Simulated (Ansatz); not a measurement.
Geometry optimisation, DFT LDA, scalar-relativistic, plane waves, PAW in Ansatz.

Input file:

```yaml
crystal:
  lattice:
    - [5.7877, 0.0, 0.0]
    - [-2.89385, 5.012295, 0.0]
    - [0.0, 0.0, 17.24485]
  atoms:
    - { symbol: W, position: [0.0, 0.0, 0.0579883] }
    - { symbol: C, position: [0.3333333, 0.1666667, 0.1400389] }
    - { symbol: W, position: [0.0, 0.0, 0.2220895] }
    - { symbol: C, position: [0.3333333, 0.1666667, 0.3041401] }
    - { symbol: W, position: [0.0, 0.5, 0.0579883] }
    - { symbol: C, position: [0.3333333, 0.6666667, 0.1400389] }
    - { symbol: W, position: [0.0, 0.5, 0.2220895] }
    - { symbol: C, position: [0.3333333, 0.6666667, 0.3041401] }
    - { symbol: W, position: [0.5, 0.0, 0.0579883] }
    - { symbol: C, position: [0.8333333, 0.1666667, 0.1400389] }
    - { symbol: W, position: [0.5, 0.0, 0.2220895] }
    - { symbol: C, position: [0.8333333, 0.1666667, 0.3041401] }
    - { symbol: W, position: [0.5, 0.5, 0.0579883] }
    - { symbol: C, position: [0.8333333, 0.6666667, 0.1400389] }
    - { symbol: W, position: [0.5, 0.5, 0.2220895] }
    - { symbol: C, position: [0.8333333, 0.6666667, 0.3041401] }
    - { symbol: In, position: [0.6803822, 0.3424482, 0.3922823] }
basis:
  ecutwfc: 420.0
kpoints:
  mp_grid: { grid: [5, 5, 1] }
hamiltonian:
  xc: lda
  pseudopotentials: { kind: paw, azcp: { folder: soft_1 } }
scf:
  occupations: { method: gaussian, width: 0.05 }
  lower_state_search: "off"
relax:
  f_tol: 0.03
  max_steps: 60
  adjacent_minimum: "off"
  constraints: [{ sites: [0, 4, 8, 12] }]
```

Launched with:

```bash
$ ansatz run input.yaml --threads 4 --pin off --max-ram 10240MiB --backend cpu --events-out ev --progress --plain --runs-dir out
```

Q: Where does it end, and by what steps?

A: It converged. Limits of this set-up: coarse k mesh, thin slab, slab without dipole correction, odd electron count without spin, PAW files made for another functional. After 5 steps the energy has fallen by 3.063 eV; C8 moved furthest, 0.36 Å.

```tsv
step	energy less start (eV)	largest force component (eV/Å)	accepted
0	0.0000	5.192	yes
1	-2.4295	1.757	yes
2	-3.0505	0.432	yes
3	-3.0606	0.205	yes
4	-3.0633	0.044	yes
5	-3.0634	0.020	yes
```

```xyz
17
Lattice="5.7877 0.0000 0.0000 -2.8939 5.0123 0.0000 0.0000 0.0000 17.2448" Properties=species:S:1:pos:R:3
W 0.000 0.000 1.000
C 1.446 0.835 2.297
W -0.003 -0.003 3.837
C 1.434 0.827 4.967
W -1.447 2.506 1.000
C -0.001 3.341 2.290
W -1.454 2.501 3.803
C -0.003 3.338 4.883
W 2.894 0.000 1.000
C 4.340 0.835 2.297
W 2.891 0.001 3.803
C 4.347 0.827 4.967
W 1.447 2.506 1.000
C 2.893 3.341 2.297
W 1.447 2.501 3.803
C 2.891 3.349 4.967
In 2.891 1.668 6.609
```

Time of the run: 2.2 min on 4 threads of Intel(R) Xeon(R) Processor @ 2.50GHz (Skylake/Cascade Lake), with other jobs on the host, peak memory 1.4 GiB.
